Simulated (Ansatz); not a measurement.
# BHOF2 (difluorohydroxyborane) at HF/3-21G

Aim: the electronic atomisation energy of BHOF2 (difluorohydroxyborane) at HF/3-21G, from 5 runs. 

Program for the calculation: Ansatz 0.2.0.

63 further runs of the same task are left out: 63 set aside as unsound or not needed.

### 1 Starting point

BHOF2 has 5 atoms, charge 0, and is taken as a singlet. As SMILES, `OB(F)F`. The shape is that of a PBE0-D4/def2-TZVP optimisation.

Bond lengths: O1–B2 1.345 Å, B2–F3 1.317 Å, B2–F4 1.327 Å, O1–H5 0.960 Å. Angles: O1–B2–F3 119.5°, O1–B2–F4 122.2°, F3–B2–F4 118.3°, B2–O1–H5 113.5°.

### 2 A single-point energy at HF/3-21G

Contents of job.yaml:

```yaml
crystal:
  periodic: [false, false, false]
  atoms:
    - {symbol: O, position_ang: [0.038630, 1.000750, 0.174310]}
    - {symbol: B, position_ang: [0.105760, -0.342460, 0.137210]}
    - {symbol: F, position_ang: [0.731030, -0.986880, 1.100700]}
    - {symbol: F, position_ang: [-0.439530, -1.051930, -0.843330]}
    - {symbol: H, position_ang: [-0.435890, 1.380520, -0.568880]}
basis:
  gaussian:
    orbitals: 3-21G.json
hamiltonian:
  xc: hf
accuracy: high
output: {orbitals: {seedname: orbitals}}
```

The basis set 3-21G is read from a file made from the Basis Set Exchange's data (not shown).

Started as:

```bash
$ ansatz run job.yaml --threads 1 --pin off --max-ram 3480MiB --events-out events.jsonl --progress --plain --runs-dir runs
```

The log of the run:

```text
Warning: RAYON_NUM_THREADS=1 ignored (pool sized by the plan → 1); use --threads N
Functional definition: HF
  name "HF"
  exchange = exact_x
  correlation = 0
783 factors; integrals over basis functions are off by at most 4.9e-9 eV
mean field evaluation 1: about -8095.2900 eV, gradient 3.5e1 eV
mean field evaluation 2: about -8095.2940 eV, gradient 3.5e1 eV
mean field evaluation 4: about -8097.5675 eV, gradient 1.6e0 eV
mean field evaluation 8: about -8097.5753 eV, gradient 1.4e-1 eV
mean field -8097.57532810 eV, -297.5804045741 hartree, gradient 3.7e-8 eV, S^2 0.000000; 0 other end points of the search recorded, 0 dependent functions left out
reference -8097.57532810 eV, -297.5804045741 hartree; 16, 16 occupied and 22, 22 virtual orbitals, 783 factors
Total energy: -8097.57532810 eV, -297.5804045741 hartree
```

Wall time 0.22 s (1 thread of Arm Neoverse V2, shared host).

### 3 The B atom, same level

Contents of in.yaml:

```yaml
basis:
  gaussian:
    orbitals: 3-21G.json
crystal:
  periodic: [false, false, false]
  atoms:
    - {symbol: B, position_ang: [0.000000, 0.000000, 0.000000]}
magnetization:
  spin_polarized: true
  initial_magnetization: 1
hamiltonian:
  xc: hf
accuracy: high
```

The basis set 3-21G is read from a file made from the Basis Set Exchange's data (not shown).

Started as:

```bash
$ ansatz run in.yaml --threads 1 --pin off --max-ram 3480MiB --events-out events.jsonl --progress --plain --runs-dir runs
```

The log of the run:

```text
Warning: RAYON_NUM_THREADS=1 ignored (pool sized by the plan → 1); use --threads N
[... 4 set-up lines as earlier in the session ...]
42 factors; integrals over basis functions are off by at most 2.1e-9 eV
mean field evaluation 1: about -663.4978 eV, gradient 3.5e0 eV
mean field evaluation 2: about -663.4979 eV, gradient 3.5e0 eV
mean field evaluation 4: about -663.6787 eV, gradient 2.3e-1 eV
mean field evaluation 8: about -663.6792 eV, gradient 1.1e-4 eV
mean field evaluation 16: about -663.4788 eV, gradient 1.4e0 eV
mean field evaluation 32: about -663.6792 eV, gradient 7.4e-3 eV
mean field -663.67922630 eV, -24.3897617087 hartree, gradient 3.1e-9 eV, S^2 0.750312; 1 other end points of the search recorded, 0 dependent functions left out
reference -663.67922630 eV, -24.3897617087 hartree; 3, 2 occupied and 6, 7 virtual orbitals, 42 factors
Total energy: -663.67922630 eV, -24.3897617087 hartree
```

Wall time 0.04 s (1 thread of Arm Neoverse V2, shared host).

### 4 The F atom at the same level

Contents of in.yaml:

```yaml
crystal:
  periodic: [false, false, false]
  atoms:
    - {symbol: F, position_ang: [0.000000, 0.000000, 0.000000]}
basis:
  gaussian: {orbitals: 3-21G.json}
magnetization: {spin_polarized: true, initial_magnetization: 1}
hamiltonian: {xc: hf}
accuracy: high
```

The basis set 3-21G is read from a file made from the Basis Set Exchange's data (not shown).

Run the same way, it converges to -98.84501 Eh (log not shown).

### 5 The H atom at the same level

Contents of input.yaml:

```yaml
crystal:
  periodic: [false, false, false]
  atoms:
    - symbol: H
      position_ang: [0.000000, 0.000000, 0.000000]
basis:
  gaussian:
    orbitals: 3-21G.json
magnetization:
  spin_polarized: true
  initial_magnetization: 1
hamiltonian:
  xc: hf
accuracy: high
```

The basis set 3-21G is read from a file made from the Basis Set Exchange's data (not shown).

Run the same way, it converges to -0.49620 Eh (log not shown).

### 6 The O atom

Contents of molecule.yaml:

```yaml
basis:
  gaussian: {orbitals: 3-21G.json}
crystal:
  periodic: [false, false, false]
  atoms:
    - {symbol: O, position_ang: [0.000000, 0.000000, 0.000000]}
magnetization: {spin_polarized: true, initial_magnetization: 2}
hamiltonian: {xc: hf}
accuracy: high
```

The basis set 3-21G is read from a file made from the Basis Set Exchange's data (not shown).

Run the same way, it converges to -74.39366 Eh (log not shown).

### 7 Outcome

At HF/3-21G:

| quantity | value |
| --- | --- |
| molecule: total energy | -297.58040 Eh |
| molecule: HOMO energy | -15.03 eV |
| molecule: LUMO energy | 5.94 eV |
| molecule: HOMO–LUMO gap | 20.97 eV |
| B atom: total energy | -24.38976 Eh |
| B atom: ⟨S²⟩ | 0.750 |
| F atom: total energy | -98.84501 Eh |
| F atom: ⟨S²⟩ | 0.750 |
| H atom: total energy | -0.49620 Eh |
| H atom: ⟨S²⟩ | 0.750 |
| O atom: total energy | -74.39366 Eh |
| O atom: ⟨S²⟩ | 2.001 |
| electronic atomisation energy | 16.620 eV |

Taking the molecule apart into free atoms costs 16.62 eV (383 kcal/mol), before zero-point energy and without spin-orbit coupling. Hartree–Fock lacks the correlation of the bonding pairs, which as a rule makes this value much too low; in minimal bases other errors can mask that. The basis has no polarisation functions, which makes bonds too weak.
